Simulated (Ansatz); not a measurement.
# NbP: band gap under strain

Aim: follow the gap of NbP, database structure through these states: no strain; -1.7 % strain along z alone; -4.3 % biaxial strain in x and y, z held. The table at the end shows which levels were run.

The runs shown are made with Ansatz 0.2.0. PAW datasets, plane waves. Calculated at 0 K for a non-magnetic cell.

### 1 The system as given

The unstrained cell was relaxed with r2SCAN; in each strained cell the atoms were relaxed again with r2SCAN. Names of k-points are those of the unstrained zone, where strain can split equivalent points. First state: no strain.

Space group I4_1md (No. 109), tetragonal; conventional cell a = 3.338 Å, c = 11.464 Å, 15.97 Å³ an atom. Around Nb lie 6 P at 2.54–2.55 Å; around P lie 6 Nb at 2.54–2.55 Å.

As a file:

Space group I4_1md (No. 109). a = 3.338 Å, b = 3.338 Å, c = 11.464 Å, α = 90.00°, β = 90.00°, γ = 90.00°
| atom | site | symmetry | x | y | z |
| --- | --- | --- | --- | --- | --- |
| Nb | 4a | 2mm. | 0.5000 | 0.5000 | 0.9998 |
| P | 4a | 2mm. | 0.0000 | 0.0000 | 0.0828 |

### 2 No strain: PBE

input.yaml reads:

```yaml
crystal:
  lattice:
    - [-1.669183743, 1.669183743, 5.7320230932]
    - [1.669183743, -1.669183743, 5.7320230932]
    - [1.669183743, 1.669183743, -5.7320230932]
  atoms:
    - { symbol: Nb, position: [0.7498223616, 0.7498223616, 0.0] }
    - { symbol: Nb, position: [0.4998223616, 0.9998223616, 0.5] }
    - { symbol: P, position: [0.3328062134, 0.3328062134, 0.0] }
    - { symbol: P, position: [0.0828062134, 0.5828062134, 0.5] }
kpoints:
  mp_grid: { grid: [10, 10, 10] }
  band_path:
    path:
      - [0.0, 0.0, 0.0]
      - [0.0, 0.0, 0.5]
      - [0.25, 0.25, 0.25]
      - [0.0, 0.5, 0.0]
      - [0.5, 0.5, -0.5]
      - [0.2711998329, 0.7288001671, -0.2711998329]
      - [-0.2711998329, 0.2711998329, 0.2711998329]
      - [-0.0423996659, 0.0423996659, 0.5]
      - [0.5, 0.5, -0.0423996659]
      - [0.349447, -0.44222, 0.44222]
      - [0.21167, -0.293538, 0.293538]
    npoints: 1
hamiltonian:
  xc: pbe
scf:
  occupations: { method: fermi_dirac, width: 0.02 }
  n_extra_bands: 5
output:
  forces: true
  stress: true
  eigenvalues: true
```

Launch:

```sh
ansatz run input.yaml --threads 4 --pin off --max-ram 4608MiB --backend cpu --events-out ev --progress --plain --runs-dir out
```

After this run come: No strain: r2SCAN; No strain: HSE06; -1.7 % strain along z alone: PBE; -1.7 % strain along z alone: r2SCAN; -1.7 % strain along z alone: HSE06; -4.3 % biaxial strain in x and y, z held: PBE; -4.3 % biaxial strain in x and y, z held: r2SCAN; -4.3 % biaxial strain in x and y, z held: HSE06.

What does the calculation give?

The runs gave:

Least gap in eV (negative: overlap), with the change from the unstrained cell in brackets:

| state | volume change (%) | PBE | r2SCAN | HSE06 |
| --- | --- | --- | --- | --- |
| no strain | +0.0 | -0.20 | -0.18 | -0.10 |
| -1.7 % strain along z alone | -1.7 | -0.10 (+0.10) | -0.08 (+0.10) | -0.03 (+0.07) |
| -4.3 % biaxial strain in x and y, z held | -8.5 | -0.42 (-0.22) | -0.38 (-0.20) | -0.32 (-0.22) |

What this shows: With HSE06, of the states in the table -4.3 % biaxial strain in x and y, z held shifts the gap most, by -0.216 eV. PBE and HSE06 differ by 0.10 eV on the unstrained gap, and by at most 0.04 eV on its change.
